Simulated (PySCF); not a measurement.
# BiTe (R-3m) in PySCF: notebook, part 2 of 2

PySCF 2.14.0.

### 6 Single point, PBEsol, 33.72 Å³/atom

The input, run.py:

```python
import json
import numpy as np
from pyscf.pbc import gto, scf, dft, df

cell = gto.Cell()
cell.a = '''
  2.4227077728    1.3987509848    3.3172919545
 -2.4227077728    1.3987509848    3.3172919545
  0.0000000000   -2.7975019696    3.3172919545'''
cell.atom = '''
Bi   0.0000000000    0.0000000000    4.9759379318
Te   0.0000000000    0.0000000000    0.0000000000'''
cell.unit = 'A'
cell.basis = {'Bi': 'DZVP-MOLOPT-SR-GTH-q5', 'Te': 'DZVP-MOLOPT-SR-GTH-q6'}
cell.pseudo = {'Bi': 'GTH-PBE-q5', 'Te': 'GTH-PBE-q6'}
cell.ke_cutoff = 50  # hartree
cell.exp_to_discard = 0.02
cell.precision = 1e-08
cell.space_group_symmetry = True
cell.symmorphic = False
cell.max_memory = 2940  # MB
cell.verbose = 4
cell.build()

res = {}
kpts = cell.make_kpts([8, 8, 8], space_group_symmetry=True, time_reversal_symmetry=True)
cell.space_group_symmetry = False  # the mesh holds the operations; no search on the supercells of the integral code
mf = dft.KRKS(cell, kpts, xc='pbesol')
mf = mf.multigrid_numint()
mf = mf.smearing(sigma=0.00183747, method='fermi')  # hartree
mf.conv_tol = 1e-07
mf.max_cycle = 60

mf.kernel()
res.update(converged=bool(mf.converged), e_tot=mf.e_tot, nelec=cell.nelectron, nao=cell.nao, mesh=list(map(int, cell.mesh)), a=cell.lattice_vectors().tolist(), coords=cell.atom_coords().tolist(),
           mo_energy=[np.real(x).tolist() for x in mf.mo_energy], mo_occ=[np.real(x).tolist() for x in mf.mo_occ])
res.update(e_free=mf.e_free, e_zero=mf.e_zero)
res.update(kpts=kpts.kpts_scaled_ibz.tolist(), weights=kpts.weights_ibz.tolist())
res['parts'] = {k: float(np.real(v)) for k, v in mf.scf_summary.items() if np.isscalar(v)}
json.dump(res, open('results.json', 'w'))
if not mf.converged:
    raise SystemExit('SCF not converged')

print('levels (eV)')
for i, kp in enumerate(res['kpts'][:40]):
    print('k %7.4f %7.4f %7.4f  ' % tuple(kp), ' '.join('%.3f' % (x * 27.211386) for x in res['mo_energy'][i][:11]))

mf = mf.to_khf()  # unfold to the whole mesh
kpts = mf.kpts
# Mulliken populations
dm, s = np.asarray(mf.make_rdm1()), np.asarray(mf.get_ovlp())
sites = cell.aoslice_by_atom()[:, 2:]
tot = np.einsum('kij,kji->i', dm, s).real / len(kpts)
res['mulliken'] = [cell.atom_charge(i) - tot[a0:a1].sum() for i, (a0, a1) in enumerate(sites)]
print('Mulliken charges', np.round(res['mulliken'], 5))
res['done'] = True
json.dump(res, open('results.json', 'w'))
```

Potentials or basis: DZVP-MOLOPT-SR/GTH-PBE (potentials made for PBE).

On the command line:

```
OMP_NUM_THREADS=2 python -u run.py > log
```

It took 4.7 min on 2 threads of Intel Xeon at 2.50GHz (Skylake/Cascade Lake), shared host; peak memory 2.7 GiB.

Results (log left out):

```
Free energy            : -372.1448 eV
Band gap on the k mesh : none (metal or under the smearing width)
Mulliken charges       : Bi +0.02; Te -0.02 e
```

Caveat: Mulliken charges move with the basis; the potentials were made for another functional, which shifts forces and pressure; spin-orbit coupling is left out, which moves the levels of the heavy elements; the basis of atomic orbitals isn't converged, which shifts pressures, moduli and gaps.

### 7 Single point, PBEsol, 34.40 Å³/atom (volume scaled by 1.02)

run.py, as its differences from that of step 6:

```diff
@@ -6,7 +6,7 @@
 cell.a = '''
-  2.4227077728    1.3987509848    3.3172919545
- -2.4227077728    1.3987509848    3.3172919545
-  0.0000000000   -2.7975019696    3.3172919545'''
+  2.4387526627    1.4080145063    3.3392614156
+ -2.4387526627    1.4080145063    3.3392614156
+  0.0000000000   -2.8160290126    3.3392614156'''
 cell.atom = '''
-Bi   0.0000000000    0.0000000000    4.9759379318
+Bi   0.0000000000    0.0000000000    5.0088921234
 Te   0.0000000000    0.0000000000    0.0000000000'''
```

On the command line:

```
OMP_NUM_THREADS=2 python -u run.py > log
```

It took 4.2 min on 2 threads of Intel Xeon at 2.50GHz (Skylake/Cascade Lake), shared host; peak memory 2.7 GiB.

The run converged. Its results:

* Free energy: -372.1357 eV
* Band gap on the k mesh: none (metal or under the smearing width)
* Mulliken charges: Bi +0.03; Te -0.03 e

Caveat: Mulliken charges move with the basis; the potentials were made for another functional, which shifts forces and pressure; spin-orbit coupling is left out, which moves the levels of the heavy elements; the basis of atomic orbitals isn't converged, which shifts pressures, moduli and gaps.

### 8 Single point, PBEsol, 35.07 Å³/atom (volume scaled by 1.04)

run.py, as its differences from that of step 7:

```diff
@@ -6,7 +6,7 @@
 cell.a = '''
-  2.4387526627    1.4080145063    3.3392614156
- -2.4387526627    1.4080145063    3.3392614156
-  0.0000000000   -2.8160290126    3.3392614156'''
+  2.4545891627    1.4171577139    3.3609455389
+ -2.4545891627    1.4171577139    3.3609455389
+  0.0000000000   -2.8343154277    3.3609455389'''
 cell.atom = '''
-Bi   0.0000000000    0.0000000000    5.0088921234
+Bi   0.0000000000    0.0000000001    5.0414183084
 Te   0.0000000000    0.0000000000    0.0000000000'''
```

On the command line:

```
OMP_NUM_THREADS=2 python -u run.py > log
```

Run time: 4.6 min. Hardware: 2 threads of Intel Xeon at 2.50GHz (Skylake/Cascade Lake), shared host; peak memory 2.7 GiB.

It converged, with:

```yaml
Free_energy: -372.1191 eV
Band_gap_on_the_k_mesh: none (metal or under the smearing width)
Mulliken_charges: Bi +0.03; Te -0.03 e
```

Caveat: Mulliken charges move with the basis; the potentials were made for another functional, which shifts forces and pressure; spin-orbit coupling is left out, which moves the levels of the heavy elements; the basis of atomic orbitals isn't converged, which shifts pressures, moduli and gaps.

### 9 Single point, PBEsol, 35.75 Å³/atom (volume scaled by 1.06)

run.py, as its differences from that of step 8:

```diff
@@ -6,7 +6,7 @@
 cell.a = '''
-  2.4545891627    1.4171577139    3.3609455389
- -2.4545891627    1.4171577139    3.3609455389
-  0.0000000000   -2.8343154277    3.3609455389'''
+  2.4702239101    1.4261844395    3.3823534125
+ -2.4702239101    1.4261844395    3.3823534125
+  0.0000000000   -2.8523688790    3.3823534125'''
 cell.atom = '''
-Bi   0.0000000000    0.0000000001    5.0414183084
+Bi   0.0000000000    0.0000000000    5.0735301188
 Te   0.0000000000    0.0000000000    0.0000000000'''
```

Potentials or basis: DZVP-MOLOPT-SR/GTH-PBE (potentials made for PBE).

On the command line:

```
OMP_NUM_THREADS=2 python -u run.py > log
```

It took 4.3 min on 2 threads of Intel Xeon at 2.50GHz (Skylake/Cascade Lake), shared host; peak memory 2.7 GiB.

It converged, with:

```
Free energy            : -372.0958 eV
Band gap on the k mesh : none (metal or under the smearing width)
Mulliken charges       : Bi +0.04; Te -0.04 e
```

Caveat: Mulliken charges move with the basis; the potentials were made for another functional, which shifts forces and pressure; spin-orbit coupling is left out, which moves the levels of the heavy elements; the basis of atomic orbitals isn't converged, which shifts pressures, moduli and gaps.

### 10 Equation of state, PBEsol

Potentials or basis: DZVP-MOLOPT-SR/GTH-PBE (potentials made for PBE).

This step only gathers the single runs of the series.

Results:

- Equilibrium volume: 33.33 Å³/atom
- Bulk modulus at fixed shape and positions: 53 GPa
- Pressure derivative of the bulk modulus: 4.7

Energy against volume, from the lowest point:
| volume (Å³/atom) | energy (meV/atom) |
| --- | --- |
| 31.701 | 14.04 |
| 32.376 | 4.37 |
| 33.050 | 0.00 |
| 33.725 | 0.34 |
| 34.399 | 4.90 |
| 35.074 | 13.21 |
| 35.748 | 24.86 |

Caveat: the potentials were made for another functional, which shifts forces and pressure; the cell was scaled at fixed shape and fractional positions, which overstates the stiffness of a crystal with free parameters, most of all of layers and chains; spin-orbit coupling is left out, which moves the levels of the heavy elements; the basis of atomic orbitals isn't converged, which shifts pressures, moduli and gaps.
